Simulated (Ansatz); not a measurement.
# CH₄F₂Si: up Jacob's ladder to CCSD(T)

One table from this session's results is given with a row withheld; the runs are named, their logs left out.

Computed with Ansatz 0.2.0, Gaussian basis. Level: functionals in def2-TZVPP, the program's frozen cores in correlated methods.

Plan: LDA (SPW92), PBE-D4, revPBE-D4, BLYP-D4, r2SCAN-D4, B97M-V, PBE0-D4, B3LYP-D4, r2SCANh-D4, r2SCAN0-D4, HSE06-D4, BHLYP-D4, CAM-B3LYP-D4, LC-ωPBE, ωB97X-V, ωB97M-V, B2PLYP, PBE-QIDH; CCSD(T)/def2-SVP; CCSD(T)/def2-TZVPP; CCSD(T)/def2-QZVPP; extrapolation to the limit; RPA on PBE.

### The relaxed structure

The geometry comes from an earlier relaxation with PBE0-D4 in a triple-zeta def2 set; it is a stationary point, not always the lowest conformer.

SMILES `C[SiH](F)F`, 8 atoms, charge 0, spin multiplicity 1.

Atoms are counted from 1 here; the program's logs count them from 0.

Bond lengths: C1–Si2 1.840 Å, C1–H5 1.092 Å, C1–H6 1.093 Å, C1–H7 1.093 Å, Si2–F3 1.591 Å, Si2–F4 1.591 Å, Si2–H8 1.477 Å. Angles: Si2–C1–H5 110.7°, Si2–C1–H6 110.6°, Si2–C1–H7 110.6°, H5–C1–H6 108.3°, H5–C1–H7 108.3°, H6–C1–H7 108.2°, C1–Si2–F3 109.8°, C1–Si2–F4 109.8°, C1–Si2–H8 114.8°, F3–Si2–F4 106.8°, F3–Si2–H8 107.6°, F4–Si2–H8 107.6°.

The first run:

The input, in.yaml:

```yaml
crystal:
  periodic: [false, false, false]
  atoms:
    - {symbol: C, position_ang: [-0.387127, 0.881707, -0.174696]}
    - {symbol: Si, position_ang: [0.329275, -0.775158, 0.180617]}
    - {symbol: F, position_ang: [1.916347, -0.678265, 0.226665]}
    - {symbol: F, position_ang: [-0.035361, -1.783927, -0.994005]}
    - {symbol: H, position_ang: [-0.013383, 1.269012, -1.125407]}
    - {symbol: H, position_ang: [-0.122707, 1.590998, 0.613284]}
    - {symbol: H, position_ang: [-1.476818, 0.824375, -0.231365]}
    - {symbol: H, position_ang: [-0.118125, -1.385743, 1.449007]}
basis:
  gaussian: {orbitals: def2-TZVPP}
hamiltonian: {xc: lda}
output: {orbitals: {seedname: orbitals}}
```

Started as:

```
> ansatz run in.yaml --threads 2 --pin off --events-out ev --progress --plain --max-ram 32768MiB --backend cpu
```

Steps of the session up to this table: LDA; PBE-D4 (GGA); revPBE-D4 (GGA); BLYP-D4 (GGA); r2SCAN-D4 (meta-GGA); B97M-V (meta-GGA); PBE0-D4 (hybrid); B3LYP-D4 (hybrid); r2SCANh-D4 (hybrid); r2SCAN0-D4 (hybrid); HSE06-D4 (hybrid); BHLYP-D4 (hybrid); CAM-B3LYP-D4 (range-separated); LC-ωPBE (range-separated); ωB97X-V (range-separated); ωB97M-V (range-separated); B2PLYP (double hybrid); PBE-QIDH (double hybrid).

One of the session's tables, all rows but one given; the rest of the session is left out.

It belongs to the step «Orbital energies across the functionals». 

```
  functional  HOMO (eV)  LUMO (eV)  gap (eV)
 LDA (SPW92)      -8.00      -0.14      7.87
      PBE-D4      -7.91       0.14      8.05
   revPBE-D4      -7.86       0.27      8.13
     BLYP-D4      -7.84       0.24      8.08
   r2SCAN-D4      -8.27       0.65      8.91
      B97M-V      -8.35       0.43      8.78
     PBE0-D4      -9.37       1.05     10.42
    B3LYP-D4      -9.17       0.78      9.95
  r2SCANh-D4      -8.80       0.94      9.75
  r2SCAN0-D4      -9.61       1.37     10.98
    HSE06-D4      -8.97       0.67      9.64
    BHLYP-D4     -10.78       1.72     12.51
CAM-B3LYP-D4          ?          ?         ?
     LC-ωPBE     -12.16       3.17     15.34
     ωB97X-V     -11.82       3.00     14.81
     ωB97M-V     -11.64       2.54     14.18
```

Estimate the missing values for CAM-B3LYP-D4.

As computed: HOMO (eV): -10.83; LUMO (eV): 1.91; gap (eV): 12.73. In the column «HOMO (eV)» it lies between ωB97M-V (-11.64) and BHLYP-D4 (-10.78).
